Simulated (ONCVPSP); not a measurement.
**An ONCV potential for Tm, from input to tests**

Aim: build the potential from the settings below, then test how well it stands in for the atom: other configurations, scattering, ghost states and the plane-wave cutoff that it needs.

Program: ONCVPSP 4.0.1. Reference atom: PBEsol, scalar-relativistic, spherical and spin-unpolarised. All values are calculated.

**1. Starting point**

Typed settings, in words:

```
element                 : thulium (Tm, Z = 69)
type                    : optimised norm-conserving Vanderbilt (ONCV)
frozen core             : [Kr] 4d10
valence charge          : 23
reference configuration : 4f13 5s2 5p6 6s1.5 (charge +0.5)
partial waves           : 5s+6s: rc 2.00 bohr, ncon 4, nbas 8, qcut 4.9 1/bohr, 2 projectors; 5p: rc 1.75 bohr, ncon 4, nbas 7, qcut 7.5 1/bohr, 2 projectors, debl 1.3 Ha; d scattering state at 0.02 Ha: rc 1.80 bohr, ncon 3, nbas 7, qcut 4.5 1/bohr, 1 projector; 4f: rc 0.75 bohr, ncon 4, nbas 9, qcut 18.6 1/bohr, 1 projector
local potential         : polynomial inside 0.65 bohr (lpopt 1, dvloc0 1 Ha)
core correction         : not asked for
```

The nodes and maxima of the atom's own shells, from an earlier all-electron run, set the scale for the radii.

All-electron outer shells of the reference configuration (PBEsol, scalar-relativistic, ld1.x):

| shell | level (eV) | outermost node (bohr) | outermost maximum (bohr) |
| --- | --- | --- | --- |
| 5s | -56.64 | 0.59 | 1.10 |
| 5p | -30.15 | 0.64 | 1.26 |
| 6s | -6.45 | 1.49 | 3.21 |
| 4f | -6.31 | – | 0.50 |
| 5d | -3.54 | 0.72 | 2.02 |
| 6p | -3.19 | 1.83 | 4.33 |

**2. Generating the potential**

File Tm.dat:

```
# ATOM AND REFERENCE CONFIGURATION
# atsym  z   nc   nv     iexc    psfile
  Tm 69.00    9    4  -116133      upf
#
#   n    l    f
    1    0    2.00
    2    0    2.00
    2    1    6.00
    3    0    2.00
    3    1    6.00
    3    2   10.00
    4    0    2.00
    4    1    6.00
    4    2   10.00
    4    3   13.00
    5    0    2.00
    5    1    6.00
    6    0    1.50
#
# PSEUDOPOTENTIAL AND OPTIMIZATION
# lmax
    3
#
#   l,   rc,      ep,       ncon, nbas, qcut
    0    2.00    0.00    4    8    4.90
    1    1.75    0.00    4    7    7.50
    2    1.80    0.02    3    7    4.50
    3    0.75    0.00    4    9   18.60
#
# LOCAL POTENTIAL
# lloc, lpopt,  rc(5),   dvloc0
    4    1    0.65    1.00
#
# VANDERBILT-KLEINMAN-BYLANDER PROJECTORs
# l, nproj, debl
    0    2    3.50
    1    2    1.30
    2    1    3.20
    3    1    0.90
#
# MODEL CORE CHARGE
# icmod, fcfact, rcfact
    0    0.00    0.00
#
# LOG DERIVATIVE ANALYSIS
# epsh1, epsh2, depsh
   -4.00    5.00    0.02
#
# OUTPUT GRID
# rlmax, drl
    6.00    0.01
#
# TEST CONFIGURATIONS
# ncnf
    4
# nvcnf
#   n    l    f
    4
    4    3   13.00
    5    0    2.00
    5    1    6.00
    6    0    2.00
#
    4
    4    3   13.00
    5    0    2.00
    5    1    6.00
    6    0    1.00
#
    4
    4    3   13.00
    5    0    2.00
    5    1    6.00
    6    0    0.00
#
    4
    4    3   12.00
    5    0    2.00
    5    1    6.00
    6    0    2.00
#
```

The run is started by

```
$ oncvpsp.x < Tm.dat > Tm.out
```

What does the calculation give? Wanted: cutoffs for 1 and 0.1 mHa per electron, occupied waves; bound ghosts; GHOST(+) flags; largest phase difference near zero energy, channels read; projector energies reset by the program.

As calculated:

```
                                                quantity                            value
  cutoffs for 1 and 0.1 mHa per electron, occupied waves                225 Ha and 630 Ha
                                            bound ghosts  s at -363.08 eV, p at -74.65 eV
                                          GHOST(+) flags                       d at 35 eV
largest phase difference near zero energy, channels read                        0.007 rad
                 projector energies reset by the program                      d: 0.050 Ha
```

**Reading.** A bound ghost (s, p) makes it unfit for use: electrons can fall into a state that the atom doesn't have. The potential is very hard: the looser tolerance needs 225 Ha. The tighter tolerance needs 630 Ha, and converged work needs a cutoff nearer that. At the looser tolerance the 4f wave is the slowest; 5p needs 19 Ha. Near zero energy the phases of the channels with partial waves agree within 0.007 rad. The pseudo curves have a pole with no partner nearby in the atom's: p at -2.74 Ha. The program also flags highly localised states, GHOST(+) (d). All of this concerns the isolated atom, not yet a solid.
